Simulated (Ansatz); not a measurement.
**C6H17FO2SiSn: a ladder of functionals and wavefunction methods**

One table from this session's results is given with a row withheld; the runs are named, their logs left out.

Computed with Ansatz 0.2.0, Gaussian basis. Level: functionals in def2-TZVPP, the program's frozen cores in correlated methods.

Levels to be run: LDA (SPW92), PBE-D4, revPBE-D4, BLYP-D4, r2SCAN-D4, B97M-V, PBE0-D4, B3LYP-D4, r2SCANh-D4, r2SCAN0-D4, HSE06-D4, BHLYP-D4, CAM-B3LYP-D4, LC-ωPBE, ωB97X-V, ωB97M-V, B2PLYP, PBE-QIDH; CCSD(T)/def2-SVP; CCSD(T)/def2-TZVPP; MP2/def2-QZVPP; extrapolation to the limit; RPA on PBE.

1 further run of the same task is left out (for a known fault of the program).

## The geometry

The geometry comes from an earlier relaxation with PBE0-D4 in a triple-zeta def2 set; it is a stationary point, not always the lowest conformer. Sn takes the def2 core potential; no spin-orbit term is included.

SMILES `C[O][Sn]([F])([CH2][Si](C)(C)C)[O]C`, 28 atoms, charge 0, spin multiplicity 1.

Atoms are counted from 1 here; the program's logs count them from 0.

Bond lengths: C1–O2 1.410 Å, C1–H12 1.094 Å, C1–H13 1.096 Å, C1–H14 1.097 Å, O2–Sn3 1.950 Å, Sn3–F4 1.928 Å, Sn3–C5 2.100 Å, Sn3–O10 1.950 Å, C5–Si6 1.892 Å, C5–H15 1.093 Å, C5–H16 1.093 Å, Si6–C7 1.869 Å, Si6–C8 1.869 Å, Si6–C9 1.873 Å, C7–H17 1.093 Å, C7–H18 1.093 Å, C7–H19 1.094 Å, C8–H20 1.094 Å and more. Angles: O2–C1–H12 108.0°, O2–C1–H13 112.5°, O2–C1–H14 111.8°, H12–C1–H13 108.0°, H12–C1–H14 107.9°, H13–C1–H14 108.4°, C1–O2–Sn3 121.8°, O2–Sn3–F4 103.2°, O2–Sn3–C5 112.0°, O2–Sn3–O10 110.4°, F4–Sn3–C5 115.3°, F4–Sn3–O10 102.9°, C5–Sn3–O10 112.3°, Sn3–C5–Si6 113.7°, Sn3–C5–H15 106.0°, Sn3–C5–H16 106.2°, Si6–C5–H15 111.2°, Si6–C5–H16 111.3° and more.

Set-up of the first run:

Contents of in.yaml:

```yaml
crystal:
  periodic: [false, false, false]
  atoms:
    - {symbol: C, position_ang: [-0.633073, -1.360453, -3.335491]}
    - {symbol: O, position_ang: [-0.859911, -0.947596, -2.006660]}
    - {symbol: Sn, position_ang: [0.384806, -1.380405, -0.569973]}
    - {symbol: F, position_ang: [0.804401, -3.233234, -0.896372]}
    - {symbol: C, position_ang: [-0.421502, -0.962627, 1.323167]}
    - {symbol: Si, position_ang: [-0.740951, 0.877682, 1.623311]}
    - {symbol: C, position_ang: [-1.943062, 1.491859, 0.330178]}
    - {symbol: C, position_ang: [0.886262, 1.790530, 1.516219]}
    - {symbol: C, position_ang: [-1.479156, 1.058191, 3.334725]}
    - {symbol: O, position_ang: [2.095178, -0.489544, -0.859719]}
    - {symbol: C, position_ang: [2.950734, -0.848991, -1.921384]}
    - {symbol: H, position_ang: [-1.563028, -1.226584, -3.895230]}
    - {symbol: H, position_ang: [-0.344798, -2.415582, -3.403395]}
    - {symbol: H, position_ang: [0.143617, -0.757298, -3.821740]}
    - {symbol: H, position_ang: [-1.346500, -1.541480, 1.391853]}
    - {symbol: H, position_ang: [0.285557, -1.366972, 2.052465]}
    - {symbol: H, position_ang: [-2.123474, 2.563403, 0.451781]}
    - {symbol: H, position_ang: [-2.905462, 0.979859, 0.415127]}
    - {symbol: H, position_ang: [-1.573707, 1.323206, -0.685155]}
    - {symbol: H, position_ang: [1.382359, 1.625492, 0.555754]}
    - {symbol: H, position_ang: [1.573119, 1.459759, 2.300156]}
    - {symbol: H, position_ang: [0.732531, 2.865946, 1.640282]}
    - {symbol: H, position_ang: [-1.682446, 2.109290, 3.558038]}
    - {symbol: H, position_ang: [-2.421580, 0.511099, 3.420679]}
    - {symbol: H, position_ang: [-0.798860, 0.680248, 4.102344]}
    - {symbol: H, position_ang: [3.068762, -1.934310, -2.015573]}
    - {symbol: H, position_ang: [3.935572, -0.416287, -1.724053]}
    - {symbol: H, position_ang: [2.594623, -0.455180, -2.881344]}
basis:
  gaussian: {orbitals: def2-TZVPP}
hamiltonian: {xc: lda}
output: {orbitals: {seedname: orbitals}}
```

Command:

```
$ ansatz run in.yaml --threads 11 --pin off --events-out ev --progress --plain --max-ram 166912MiB --backend cuda --devices 0, --max-vram 75GiB
```

Among the steps run: LDA; PBE-D4 (GGA); revPBE-D4 (GGA); BLYP-D4 (GGA); r2SCAN-D4 (meta-GGA); B97M-V (meta-GGA); B3LYP-D4 (hybrid); r2SCANh-D4 (hybrid); r2SCAN0-D4 (hybrid); HSE06-D4 (hybrid); BHLYP-D4 (hybrid); CAM-B3LYP-D4 (range-separated); LC-ωPBE (range-separated); ωB97X-V (range-separated); ωB97M-V (range-separated); B2PLYP (double hybrid); PBE-QIDH (double hybrid).

One of the session's tables, all rows but one given; the rest of the session is left out.

It belongs to the step «Frontier levels by functional». 

| functional | HOMO (eV) | gap (eV) |
| --- | --- | --- |
| LDA (SPW92) | -6.26 | 4.10 |
| PBE-D4 | -6.10 | 4.27 |
| revPBE-D4 | -6.04 | 4.35 |
| BLYP-D4 | -6.02 | 4.24 |
| r2SCAN-D4 | -6.44 | 4.88 |
| B97M-V | ? | ? |
| PBE0-D4 | -7.69 | 6.84 |
| B3LYP-D4 | -7.45 | 6.28 |
| r2SCANh-D4 | -7.03 | 5.83 |
| r2SCAN0-D4 | -7.93 | 7.25 |
| HSE06-D4 | -7.28 | 6.06 |
| BHLYP-D4 | -9.24 | 9.34 |
| CAM-B3LYP-D4 | -9.15 | 9.29 |
| LC-ωPBE | -10.49 | 11.95 |
| ωB97X-V | -10.17 | 11.42 |
| ωB97M-V | -10.10 | 11.11 |

Q: Estimate the row for B97M-V from the others.

**Answer.** HOMO (eV): -6.57; gap (eV): 4.92. In the column «HOMO (eV)» it lies between r2SCANh-D4 (-7.03) and r2SCAN-D4 (-6.44).
